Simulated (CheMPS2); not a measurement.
# DMRG/STO-6G run of GeH2F (SMILES [F][GeH2])

Aim: the vertical doublet–quartet gap of GeH2F at DMRG/STO-6G, from 2 runs. 

The results are computed with CheMPS2 1.8.12.

4 further runs of the same task are left out: 1 that didn't finish, 3 set aside as unsound or not needed.

### Step 1. Starting point

GeH2F: 4 atoms, total charge 0, spin state doublet. SMILES: `[F][GeH2]`. Geometry: relaxed at PBE0-D4/def2-TZVP.

Bond lengths: F1–Ge2 1.745 Å, Ge2–H3 1.549 Å, Ge2–H4 1.549 Å. Angles: F1–Ge2–H3 105.4°, F1–Ge2–H4 105.4°, H3–Ge2–H4 113.3°.

### Step 2. A single-point energy at DMRG/STO-6G

Input file prepare.py:

```python
from pyscf import ao2mo, cc, dft, gto, mcscf, mp, scf
from pyscf.tools import fcidump

geom = [
    ("F", (0.138200, -0.585400, 1.442000)),
    ("Ge", (0.305700, -0.223200, -0.257100)),
    ("H", (-1.078800, -0.527800, -0.882000)),
    ("H", (0.690400, 1.276000, -0.323100)),
]
mol = gto.M(
    atom=geom,
    basis="sto-6g",
    spin=1,
    verbose=3,
    max_memory=2000,
)
print("basis functions                = %d" % (mol.nao))
mf = scf.ROHF(mol)
mf.conv_tol = 1e-10
mf.max_cycle = 200
mf.kernel()
if not mf.converged:
    mf = mf.newton().run(mf.mo_coeff, mf.mo_occ)
print(f"reference energy               = {mf.e_tot:.10f}")
# MP2, CCSD and CCSD(T) with the same frozen core
ref = scf.UHF(mol).run(mf.make_rdm1(), conv_tol=1e-10)
pt = mp.MP2(ref, frozen=10).run()
mycc = cc.CCSD(ref, frozen=10)
mycc.max_cycle = 150
mycc.kernel()
print("E(MP2)                         = %.10f" % (pt.e_tot))
if mycc.converged:
    print(f"E(CCSD)                        = {mycc.e_tot:.10f}")
    print("E(CCSD(T))                     = %.10f" % (mycc.e_tot + mycc.ccsd_t()))
# a few density functionals on the same geometry and basis
ks = dft.UKS(mol, xc="tpssh").set(conv_tol=1e-9, verbose=3).run(mf.make_rdm1())
if ks.converged:
    print("E(TPSSh)                       = %.8f" % (ks.e_tot))
ks = dft.UKS(mol, xc="pbe").set(conv_tol=1e-9, verbose=3).run(mf.make_rdm1())
if ks.converged:
    print(f"E(PBE)                         = {ks.e_tot:.8f}")
ks = dft.UKS(mol, xc="hse06").set(conv_tol=1e-9, verbose=3).run(mf.make_rdm1())
if ks.converged:
    print(f"E(HSE06)                       = {ks.e_tot:.8f}")
ks = dft.UKS(mol, xc="m06l").set(conv_tol=1e-9, verbose=3).run(mf.make_rdm1())
if ks.converged:
    print("E(M06-L)                       = %.8f" % (ks.e_tot))
# FCIDUMP for the DMRG program
cas = mcscf.CASCI(mf, 15, 23)
h1, ecore = cas.get_h1eff()
fcidump.from_integrals("FCIDUMP", h1, cas.get_h2eff(), 15, 23, nuc=ecore, ms=1)
# exact diagonalisation in the same space
ci = mcscf.CASCI(mf, 15, (12, 11))
ci.fix_spin_(ss=0.75)
ci.fcisolver.conv_tol = 1e-10
ci.fcisolver.max_cycle = 200
ci.kernel()
print("exact diagonalisation          = %.10f" % (ci.e_tot))
```

Input file chemps2.input:

```
FCIDUMP = FCIDUMP
GROUP = 0
MULTIPLICITY = 2
NELECTRONS = 23
IRREP = 0
EXCITATION = 0
SWEEP_STATES = 37, 75, 150, 150
SWEEP_ENERGY_CONV = 1e-05, 1e-05, 1e-05, 1e-07
SWEEP_MAX_SWEEPS = 4, 3, 3, 6
SWEEP_NOISE_PREFAC = 0.05, 0.05, 0.005, 0.0
SWEEP_DVDSON_RTOL = 3e-05, 3e-05, 3e-05, 3e-06
NOCC = 0
NACT = 15
NVIR = 0
MOLCAS_FIEDLER = TRUE
PRINT_CORR = TRUE
TMP_FOLDER = .
```

Command:

```sh
python prepare.py && chemps2 --file=chemps2.input
```

The log of the run:

```text
$ python prepare.py
basis functions                = 25
converged SCF energy = -2164.36144941277
reference energy               = -2164.3614494128
converged SCF energy = -2164.36189320607  <S^2> = 0.75266956  2S+1 = 2.0026678
E(UMP2) = -2164.40953451705  E_corr = -0.0476413109838898
E(SCS-UMP2) = -2164.41498442252  E_corr = -0.0530912164532137
E(UCCSD) = -2164.429339219479  E_corr = -0.06744601340988572
E(MP2)                         = -2164.4095345171
E(CCSD)                        = -2164.4293392195
UCCSD(T) correction = -0.00254397979838795
E(CCSD(T))                     = -2164.4318831993
converged SCF energy = -2166.14392033874  <S^2> = 0.75086254  2S+1 = 2.0008624
E(TPSSh)                       = -2166.14392034
converged SCF energy = -2165.62493793476  <S^2> = 0.75038122  2S+1 = 2.0003812
E(PBE)                         = -2165.62493793
converged SCF energy = -2165.8009038112  <S^2> = 0.75109347  2S+1 = 2.0010932
E(HSE06)                       = -2165.80090381
converged SCF energy = -2166.28802507014  <S^2> = 0.75081316  2S+1 = 2.000813
E(M06-L)                       = -2166.28802507
CASCI E = -2164.43275732876  E(CI) = -158.148454020975  S^2 = 0.7500000
exact diagonalisation          = -2164.4327573288

$ chemps2 --file=chemps2.input

Running chemps2 version 1.8.12 () with the following options:

[... 94 lines left out ...]
***     Maximum discarded weight = 6.56820712805605e-05
[... 14 lines left out ...]
***     Maximum discarded weight = 0.000254850825139803
[... 14 lines left out ...]
***     Maximum discarded weight = 0.000254558669517914
[... 20 lines left out ...]
***     Minimum energy           = -2164.43232902692
[... 14 lines left out ...]
***     Minimum energy           = -2164.43255551139
[... 14 lines left out ...]
***     Minimum energy           = -2164.43256508344
[... 15 lines left out ...]
***     Maximum discarded weight = 2.72949648030489e-06
[... 14 lines left out ...]
***     Maximum discarded weight = 4.24748898814697e-06
[... 20 lines left out ...]
***     Minimum energy           = -2164.43274453554
[... 15 lines left out ...]
***     Maximum discarded weight during the last sweep     = 4.25588595221959e-06
[... 89 lines left out ...]
   Columns 9 to 15

    0.000489    0.000920    0.000040   -0.000238    0.000588    0.000266    0.000051
    0.000031    0.000135    0.000406   -0.000069    0.000064    0.000274    0.000495
    0.000084    0.000252    0.000579   -0.000173    0.000350    0.000614    0.000469
[... 11 lines of this table left out ...]
    0.000811    0.002572    0.005506   -0.002533    0.002207    0.009854   -0.000151

--------------------------------------------------------
Two-orbital mutual information = 0.5 * ( s1(i) + s1(j) - s2(i,j) ) * ( 1 - delta(i,j) )
Hamiltonian index order is used!

   Columns 1 to 8

    0           0.000002    0.000030    0.000066    0.000002    0.000055    0.000390    0.000072
    0.000002    0           0.000245    0.000007    0.000379    0.000069    0.000350    0.000706
    0.000030    0.000245    0           0.000225    0.000099    0.000249    0.001744    0.000683
[... 11 lines of this table left out ...]
    0.000076    0.002095    0.001986    0.000091    0.000613    0.000555    0.010527    0.020252

   Columns 9 to 15

    0.001800    0.003616    0.000040    0.000530    0.004579    0.000636    0.000076
    0.000022    0.000148    0.001561    0.000180    0.000118    0.001286    0.002095
    0.000314    0.000676    0.001151    0.000485    0.000892    0.002339    0.001986
[... 11 lines of this table left out ...]
    0.001094    0.005814    0.028520    0.005617    0.003359    0.024920    0

--------------------------------------------------------
```

Run time: 50 s. Hardware: 1 thread of Intel Xeon 6975P-C (Granite Rapids), shared host; peak memory 0.26 GiB.

### Step 3. The quartet: a single-point energy at DMRG/STO-6G

Input file prepare.py:

```python
from pyscf import ao2mo, cc, dft, gto, mcscf, mp, scf
from pyscf.tools import fcidump

geom = """
F      0.138200    -0.585400     1.442000
Ge     0.305700    -0.223200    -0.257100
H     -1.078800    -0.527800    -0.882000
H      0.690400     1.276000    -0.323100
"""
mol = gto.M(
    atom=geom,
    basis="sto-6g",
    spin=3,
    verbose=4,
)
print("nao: %d" % (mol.nao))
mf = scf.ROHF(mol)
mf.conv_tol = 1e-10
mf.max_cycle = 200
mf.kernel()
if not mf.converged:
    mf = mf.newton().run(mf.mo_coeff, mf.mo_occ)
print("SCF energy: %.10f" % (mf.e_tot))
# single-reference ladder for comparison
ref = scf.UHF(mol).run(mf.make_rdm1(), conv_tol=1e-10)
pt = mp.MP2(ref, frozen=10).run()
mycc = cc.CCSD(ref, frozen=10)
mycc.max_cycle = 150
mycc.kernel()
print(f"MP2 total energy: {pt.e_tot:.10f}")
if mycc.converged:
    print("E(CCSD): %.10f" % (mycc.e_tot))
    print("E(CCSD(T)): %.10f" % (mycc.e_tot + mycc.ccsd_t()))
# a few density functionals on the same geometry and basis
ks = dft.UKS(mol, xc="tpssh").set(conv_tol=1e-9, verbose=3).run(mf.make_rdm1())
if ks.converged:
    print(f"E(TPSSh): {ks.e_tot:.8f}")
ks = dft.UKS(mol, xc="pbe").set(conv_tol=1e-9, verbose=3).run(mf.make_rdm1())
if ks.converged:
    print("E(PBE): %.8f" % (ks.e_tot))
ks = dft.UKS(mol, xc="hse06").set(conv_tol=1e-9, verbose=3).run(mf.make_rdm1())
if ks.converged:
    print("E(HSE06): %.8f" % (ks.e_tot))
ks = dft.UKS(mol, xc="m06l").set(conv_tol=1e-9, verbose=3).run(mf.make_rdm1())
if ks.converged:
    print("E(M06-L): %.8f" % (ks.e_tot))
# FCIDUMP for the DMRG program
cas = mcscf.CASCI(mf, 15, 23)
h1, ecore = cas.get_h1eff()
fcidump.from_integrals("FCIDUMP", h1, cas.get_h2eff(), 15, 23, nuc=ecore, ms=3)
# FCI check
ci = mcscf.CASCI(mf, 15, (13, 10))
ci.fix_spin_(ss=3.75)
ci.fcisolver.conv_tol = 1e-10
ci.fcisolver.max_cycle = 200
ci.kernel()
print(f"FCI energy: {ci.e_tot:.10f}")
```

Input file chemps2.input:

```
FCIDUMP = FCIDUMP
GROUP = 0
MULTIPLICITY = 4
NELECTRONS = 23
IRREP = 0
EXCITATION = 0
SWEEP_STATES = 18, 37, 75, 150, 150
SWEEP_ENERGY_CONV = 1e-04, 1e-04, 1e-04, 1e-04, 1e-06
SWEEP_MAX_SWEEPS = 2, 2, 4, 2, 6
SWEEP_NOISE_PREFAC = 0.5, 0.05, 0.05, 0.005, 0.0
SWEEP_DVDSON_RTOL = 3e-05, 3e-05, 3e-05, 3e-05, 3e-06
NOCC = 0
NACT = 15
NVIR = 0
MOLCAS_FIEDLER = TRUE
PRINT_CORR = TRUE
TMP_FOLDER = .
```

Command:

```sh
python prepare.py && chemps2 --file=chemps2.input
```

The log of the run:

```text
$ python prepare.py

[INPUT] verbose = 4
[INPUT] num. atoms = 4
[INPUT] num. electrons = 43
[INPUT] charge = 0
[INPUT] spin (= nelec alpha-beta = 2S) = 3
[INPUT] symmetry False subgroup None
[INPUT] Mole.unit = angstrom
[INPUT] Symbol           X                Y                Z      unit          X                Y                Z       unit  Magmom
[INPUT]  1 F      0.138200000000  -0.585400000000   1.442000000000 AA    0.261160150415  -1.106245673320   2.724985071623 Bohr   0.0
[INPUT]  2 Ge     0.305700000000  -0.223200000000  -0.257100000000 AA    0.577689276280  -0.421786871003  -0.485848586626 Bohr   0.0
[INPUT]  3 H     -1.078800000000  -0.527800000000  -0.882000000000 AA   -2.038636543181  -0.997397448545  -1.666738441866 Bohr   0.0
[INPUT]  4 H      0.690400000000   1.276000000000  -0.323100000000 AA    1.304666916400   2.411290534945  -0.610570510847 Bohr   0.0

nuclear repulsion = 113.015982888999
number of shells = 13
number of NR pGTOs = 150
number of NR cGTOs = 25
basis = sto-6g
ecp = {}
CPU time:         0.32
nao: 25

[... 156 lines left out ...]
UCCSD converged
[... 31 lines left out ...]
WARN: HOMO 0.122245260000133 >= LUMO -0.0960882762141063
[... 19 lines left out ...]
WARN: HOMO 0.118718764351161 >= LUMO -0.109850916414338
[... 29 lines left out ...]
WARN: HOMO 0.142456160776624 >= LUMO -0.0677131161232361
[... 19 lines left out ...]
WARN: HOMO 0.142580598110012 >= LUMO -0.13220590362246
[... 29 lines left out ...]
WARN: HOMO 0.108967085837721 >= LUMO -0.0976330425320961
[... 29 lines left out ...]
WARN: HOMO 0.155931929887884 >= LUMO 0.0732729079735723
[... 19 lines left out ...]
WARN: HOMO 0.140441957985913 >= LUMO -0.138635371252301
[... 19 lines left out ...]
converged SCF energy = -2166.00313928487  <S^2> = 3.7511908  2S+1 = 4.0005954
[... 138 lines left out ...]
***     Minimum energy           = -2164.12108201599
[... 37 lines left out ...]
***     Maximum discarded weight = 0.000126715733478925
[... 44 lines left out ...]
***     Maximum discarded weight during the last sweep     = 1.3506069881462e-05
[... 43 lines left out ...]
***     Maximum discarded weight during the last sweep     = 1.71384401539906e-06
[... 89 lines left out ...]
   Columns 9 to 15

    0.000003    0.000069   -0.000219   -0.000105   -0.000197    0.000016    0.000083
    0.000179    0.001134   -0.001753   -0.001147   -0.001634    0.000349    0.000267
    0.000062    0.000904   -0.001620   -0.001390   -0.000598    0.000597    0.000042
[... 11 lines of this table left out ...]
    0.002984    0.006343   -0.001604   -0.002827   -0.001056    0.010023   -0.000158

--------------------------------------------------------
Two-orbital mutual information = 0.5 * ( s1(i) + s1(j) - s2(i,j) ) * ( 1 - delta(i,j) )
Hamiltonian index order is used!

   Columns 1 to 8

    0           0.000412    0.000045    0.000018    0.000006    0.000002    0.000012    0.000005
    0.000412    0           0.000332    0.000755    0.000346    0.000043    0.000458    0.000013
    0.000045    0.000332    0           0.000071    0.000323    0.000010    0.000371    0.000015
[... 11 lines of this table left out ...]
    0.000374    0.000720    0.000052    0.009204    0.004399    0.000056    0.000177    0.000083

   Columns 9 to 15

    0.000030    0.000209    0.000854    0.000135    0.000785    0.000029    0.000374
    0.000940    0.003863    0.005672    0.002400    0.007046    0.001000    0.000720
    0.000102    0.003749    0.005918    0.007085    0.000581    0.001031    0.000052
[... 11 lines of this table left out ...]
    0.010244    0.044140    0.002275    0.006248    0.001315    0.025372    0

--------------------------------------------------------
```

Wall time 48 s (1 thread of Intel Xeon 6975P-C (Granite Rapids), shared host); peak memory 0.21 GiB.

### Step 4. Outcome

At DMRG/STO-6G, 10 core orbitals frozen:

| quantity | value |
| --- | --- |
| run 1, DMRG/STO-6G: total energy | -2164.43274 Eh |
| quartet: total energy | -2164.12429 Eh |
| vertical energy of the quartet above the doublet | 8.394 eV |

At this shape the quartet lies 8.39 eV (810 kJ/mol) above the doublet. In a minimal basis such a difference can be off by several eV, whatever the method.
